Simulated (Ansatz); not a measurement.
# SiSe (P-6m2) in Ansatz: a series of runs, part 2 of 2

Ansatz 0.2.0.

**3. Single point, r2SCAN0**

Contents of input.yaml:

```yaml
crystal:
  lattice:
    - [3.5952, 0.0, 0.0]
    - [-1.7976, 3.11353, 0.0]
    - [0.0, 0.0, 3.59873]
  atoms:
    - { symbol: Si, position: [0.66667, 0.33333, 0.5] }
    - { symbol: Se, position: [0.0, 0.0, 0.0] }
hamiltonian:
  xc: r2scan0
  pseudopotentials: { kind: paw }
kpoints:
  mp_grid: { grid: [5, 5, 4] }
scf:
  occupations: { method: fermi_dirac, width: 0.05 }
output:
  forces: true
  stress: true
  eigenvalues: true
```

Potentials or basis: Ansatz PAW.

Launch:

```
$ ansatz run input.yaml --threads 2 --pin off --max-ram 5632MiB --backend cpu --events-out ev --progress --plain --runs-dir out
```

What it wrote:

```text
Warning: the atoms were moved onto the symmetric positions of the space group found under crystal.symmetry.tolerance 1.0e-5 (fractional; no operation is sought that the atoms, as they stand in a round, miss by more than twice it, and no atom is moved by as much as it), and the run uses the moved positions. Before a round's move an operation carried an atom to 1.80e-5 Å from where it should land, the largest such distance. Atom 0 (counting from 0) moved farthest, by 2.08e-5 Å; the longest move in fractions of the cell, of whichever atom, is 0.47 of the tolerance, in 1 round. To run the atoms as typed, lower crystal.symmetry.tolerance until the operations that they miss are no longer found, or set crystal.symmetry.detect: false (a key that needs symmetry detection or time reversal refuses this as the deck is read). The positions used, in the order of the run's atom list: position: [0.6666666666666667, 0.3333333333333333, 0.5]; position: [5.5510939473021013e-17, -1.8503646491007004e-17, 0.0]; The lattice was moved too: crystal.lattice keeps the space group found at crystal.symmetry.tolerance 1.0e-5 only nearly: the operation that it misses by the most changes a squared length by the fraction 2.52e-6. The run uses the lattice that is a stretch of the typed one, with no rotation, onto the one that keeps every operation to a double's rounding (on a very oblique basis the stretch itself rounds by more); the deck's lattice vector that moved farthest moved by 2.62e-6 Å. To run the lattice as typed, set crystal.symmetry.tolerance under 2.52e-6, the least fraction by which an operation that the lattice misses changes a squared length (the same key also sets how far an atom may lie from its image, so lowering it can lose operations that the atoms keep only within it), or set crystal.symmetry.detect: false, as for the atoms. crystal.lattice made exact, in Å and degrees: [[3.5951973836309277, 0.0, 0.0], [-1.7975986918154638, 3.1135322658437317, 0.0], [0.0, 0.0, 3.59873]]. Pasted over the deck's crystal.lattice, beside positions in fractional coordinates, it runs the same cell (given as lengths and angles, that cell in the form's own orientation, a rigid turn of the misfit's size from the one run here, for which a checkpoint.post_process_only pass over this run's state can be refused: where this run relaxes nothing, give such a pass this deck's own crystal.lattice, as typed; behind a relaxation, as crystal.lattice, the state's own cell, identity.cell in its checkpoint.json), and a matrix so pasted ends this notice, except on a very skew basis of the lattice, where the rounding of the pasted numbers themselves can read as a misfit: the cell is then moved again, and that move is told again. The lattice as run is in this notice's lattice.as_run_ang field (Run.prep()["deck_notices"] in Python, the deck_notice line of an events file, deck_notices of ansatz run --dry-run=json, or deck_notices in record.json in the deck's checkpoint.write directory).
Warning: output.stress: scf.convergence.dr2_threshold = 1e-7 eV (the SCF's general default) is looser than the 2e-10 eV advised for a printed stress (1e-10 eV for each atom of the cell: 2). What an SCF threshold leaves in a stress goes as its square root, and in the free energy as the threshold itself, and one threshold admits the most on a small cell: of the crystals measured, under no hybrid functional and no lock of the moments, on runs that ended without the residual-converged pass, on stresses that held no estimate of that error, the worst erred by over 100 MPa in a component at 1e-7 eV an atom and by under 5 at 1e-10. Set scf.convergence.dr2_threshold to 2e-10 eV or tighter. The threshold is an SCF's pass mark: one that does not reach it within its budget of iterations ends unconverged, or closes short of it on a stop that the run arms, and scf.convergence.dr2_threshold's page says what that costs each kind of run
Warning: output.stress: scf.exx.energy_threshold = 1e-6 eV is looser than the 2e-8 eV advised for a stress under a hybrid functional (1e-8 eV for each atom of the cell: 2). Every SCF of the exchange loop can meet its threshold on dr2 while the loop round them stops early: no threshold on dr2 bounds what that leaves in the stress. Set scf.exx.energy_threshold to 2e-8 eV or tighter. The threshold is the loop's pass mark: a loop that does not reach it within its budget of cycles ends unconverged, and scf.exx.energy_threshold's page has the law
Warning: RAYON_NUM_THREADS=2 ignored (pool sized by the plan → 2); use --threads N
Engine: ansatz 0.2.0, aarch64-unknown-linux-gnu
Pseudopotentials: kind: paw
Pseudopotential: Si, paw, valence charge 4, recommended cutoff 500 eV (meta_gga), Si.paw.azcp
Pseudopotential: Se, paw, valence charge 16, recommended cutoff 500 eV (meta_gga), Se.paw.azcp
Functional definition: r2SCAN0
  parameter a = 0.25
  parameter k0 = 0.174
  parameter k1 = 0.065
  parameter a1 = 4.9479
  exchange = (1 - a)*r2scan_x(k0 = k0, k1 = k1, a1 = a1) + a*exact_x
  correlation = r2scan_c
Crystal: 2 atoms, lattice volume = 40.283 Å³
Basis set: ecut = 500 eV, 1057 PW (Γ), exchange–correlation on 108×108×108 points (64 copies of the dense FFT grid, shifted against one another)
Bands: 14, of which v1, the nominal top of the filled ones, is band 10 counted from 1 (9 counted from 0)
Symmetry: 12 space group operations
Space group: P-6m2 (ITA 187), of the structure as read, at distance tolerance 3.4e-5 Å
k-points: 15 of 100 (time reversal used)
Non-local potential: Si, projectors of the file, l = 0: 2, l = 1: 2, l = 2: 2
Non-local potential: Se, projectors of the file, l = 0: 2, l = 1: 2, l = 2: 3, l = 3: 1
PAW form: soft (Blöchl's): semilocal exchange-correlation on the pseudo side does not see the compensation charge
PAW frozen core: Si, regenerated for the run's functional, and the local potential with it (the file was generated under x = pbe(κ = 0.804, μ = 0.2195149727645171), c = pbe(β = 0.06672455060314922))
PAW frozen core: Se, regenerated for the run's functional, and the local potential with it (the file was generated under x = pbe(κ = 0.804, μ = 0.2195149727645171), c = pbe(β = 0.06672455060314922))
PAW one-centre angular grid: Si, 302 points (default); XC on 160 Gauss nodes
PAW one-centre angular grid: Se, 590 points (default); XC on 160 Gauss nodes
Initial density: superposition of atomic densities (neutral atoms: chi_scale 0, normalization atom), corrected by the library's trained network
Initial wavefunctions: pseudopotential atomic-orbital guess
Functional: x = r2scan, c = r2scan; τ floored in thin density (d = 2e-4 eV/Å³), warm-up for x = 0.75 r2scan + 0.25 exact, c = r2scan; τ floored in thin density (d = 2e-4 eV/Å³)
[... 51 lines left out ...]
preconditioner: auto → none  [insulator: Δε(μ)=0.498 eV  Ē_g=12.623 eV  σ=0.050 eV  W_gap=0.92  n_scr=8 (ndim 8)  ℏωp=18.5 eV  f_vac=0.000  D(μ)=0.37/eV (n_scr^D=0)]
SCF iter   2: F=-6115.494661 eV  HF=-6115.494661 eV  |F-HF|=2.91e-11  |Δ(HF+E_count)|=   2.87e-9  Δρ=9.45e-7  dr2=1.85e-10  dr2_τ=2.95e-12  ethr=4.86e-11  ⟨swp⟩=2.7  Hψ=373  notcnv=0
SCF 6 converged in 2 iterations: F = -6115.494661 eV  dr2 = 1.85e-10
  Residual-converged pass: ⟨swp⟩=2.9  Hψ=465  notcnv=0  max |occ|·‖R‖ = 2.3e-6 eV (tolerance 2.4e-6 eV)  dr2=1.68e-10  dr2_τ=3.08e-12  dr2_onsite=4.97e-11  max |Δocc| = 7.5e-15
hybrid outer 5: dexx = +1.079e-10 eV, tail = 5.57e-10 eV, Δε = 1.67e-4 eV (about 1.30e-4 eV left of the loop's levels), ΔF = 1.85e-17 eV/Å (tail 2.78e-4)
hybrid SCF converged: 5 outer / 18 inner (+7 warm-up), last move |dexx| = 1.08e-10 eV, tail = 5.57e-10 eV
Stability not checked: this state was not tested for a lower state beside it, because the functional holds exact exchange (a hybrid, or Hartree-Fock), whose exchange loop this test does not read (fock_operator; see scf.lower_state_search)
Free energy (F): -6115.494661 eV
Frozen-core exchange: fock
Harris-Foulkes:  -6115.494661 eV  (|F-HF|=2.91e-11)
Internal energy: -6115.491185 eV  (E = F + TS)
E sigma→0 (E₀):  -6115.492923 eV
Entropy (-TS):   -0.003476 eV (-1.738 meV/atom)
Fermi energy:    9.483349 eV
--- Per-component energies (eV) ---
  E_band       = -428.586724
  E_kinetic    = 154.444590
  E_local      = -2549.819848  (includes V_loc(G=0)·N_el)
  E_nonlocal   = -569.914018
  E_hartree    = 1267.046078
  E_xc         = -115.640572
  E_vxc        = -117.919246  (∫ρ·V_xc dr)
  E_exx        = -81.375705  (= α·E_x^exact, valence–valence)
  E_paw        = -2393.487406  (= ΣΔE_a)
  E_vpaw       = 278.771128  (= ΣTr[D̂ρ^β])
  E_aug_tail   = -0.000204  (compensation charges beyond the density's cutoff)
  E_vtau       = 4.510636  (kinetic-family band-sum trace: ∫τ·v_τ [+ j·A + Jᵃ·Aᵃ] dr)
  E_ewald      = -1824.387560
  E_core_change = -2.356537  (= ΣΔE_core)
  E_smearing   = -0.003476  (= −TS)
  E_closure    = -0.000002  (closes the sum)
  Σ components = -6115.494661   (vs F -6115.494661, Δ=0.00e0)
--- Forces (eV/Å), atoms counted from 1 ---
  atom   1  Si    -0.00000000     0.00000000     0.00000000
  atom   2  Se    -0.00000000     0.00000000     0.00000000
  max |Σ_I F_I| component: 6.48e-17 eV/Å
--- Stress (GPa, compression-positive) ---
       -2.476561      -0.000000       0.000000
       -0.000000      -2.476561       0.000000
        0.000000       0.000000      -2.611208
  P = ⅓ Tr σ = -2.5214 GPa (-25.214 kbar)
--- Band table (eV; the first three rows and the last of 15) ---
  k-point 0: bands = ["-44.4451", "-44.4346", "-44.4346", "-44.3911", "-44.3911", "-8.8556", "3.4490", "4.2695", "6.3713", "6.3713", "12.9505", "12.9505", "13.6678", "17.4187"]
  k-point 1: bands = ["-44.4445", "-44.4348", "-44.4348", "-44.3911", "-44.3911", "-8.2970", "-0.6198", "6.8913", "6.8913", "8.1702", "13.1032", "13.1032", "14.8583", "16.7755"]
  k-point 2: bands = ["-44.4439", "-44.4348", "-44.4348", "-44.3911", "-44.3911", "-7.4637", "-2.8482", "7.5911", "7.5911", "11.5951", "11.9455", "12.7160", "12.7160", "17.7664"]
  k-point 14: bands = ["-44.4433", "-44.4352", "-44.4351", "-44.3907", "-44.3900", "-5.9814", "0.7282", "1.7914", "2.3699", "4.6562", "7.4560", "15.0836", "15.9493", "20.6834"]
```

Wall time 18 s (2 threads of Arm Neoverse V2, shared host); peak memory 0.89 GiB.

What came out:

- Free energy: -6115.4947 eV
- Pressure: -2.5 GPa
- Band gap on the k mesh: none (metal or under the smearing width)

Caveat: the k mesh is coarse (spacing up to 0.44 Å⁻¹), so the values aren't converged, least of all with exact exchange; the PAW data sets come from PBE, with cores solved anew for the run's functional, which leaves a small shift of forces and pressure; the thresholds are loose for stress.

**4. Single point, r2SCANh**

Changes to input.yaml since step 3:

```diff
@@ -9,3 +9,3 @@
 hamiltonian:
-  xc: r2scan0
+  xc: r2scanh
   pseudopotentials: { kind: paw }
```

Launch:

```
$ ansatz run input.yaml --threads 2 --pin off --max-ram 5632MiB --backend cpu --events-out ev --progress --plain --runs-dir out
```

It took 38 s on 2 threads of Arm Neoverse V2, shared host; peak memory 0.88 GiB.

It converged, with:

| Quantity | Value |
| --- | --- |
| Free energy | -6116.1309 eV |
| Pressure | -1.6 GPa |
| Band gap on the k mesh | none (metal or under the smearing width) |

Stress tensor (GPa, compression positive):
```
-1.42  0.00  0.00
 0.00 -1.42  0.00
 0.00  0.00 -1.99
```

Levels at points of the mesh, in eV from the Fermi level:
```tsv
k point	band 8	band 9	band 10	band 11	band 12	band 13
(0.00, 0.00, 0.00)	-4.61	-2.59	-2.59	3.08	3.08	3.93
(0.00, 0.00, -0.50)	-1.45	-1.45	1.84	2.27	2.87	2.87
```

Caveat: the k mesh is coarse (spacing up to 0.44 Å⁻¹), so the values aren't converged, least of all with exact exchange; the PAW data sets come from PBE, with cores solved anew for the run's functional, which leaves a small shift of forces and pressure; the thresholds are loose for stress.

**5. Overview**

```csv
task,level,cell,cutoff (eV),gap on the mesh (eV),pressure (GPa)
relaxation of cell and atoms,HSEsol,relaxed,420,none,0.0
single point,r2SCAN0,as given,500,none,-2.5
single point,r2SCANh,as given,500,none,-1.6
```

Alike in all rows: potentials or basis Ansatz PAW; no spin polarisation; k mesh 5 × 5 × 4; smearing fermi-dirac 0.05 eV; the mesh is coarse, so values aren't converged.

Caveats: all runs use coarse meshes; the PAW data sets come from PBE, with cores solved anew for the run's functional, which leaves a small shift of forces and pressure; the thresholds are loose for stress (some runs); the plane-wave basis is chosen anew once the cell has moved, so the energies of steps on either side of that aren't comparable (some runs).

Absolute energies hang on the potentials; compare differences alone.
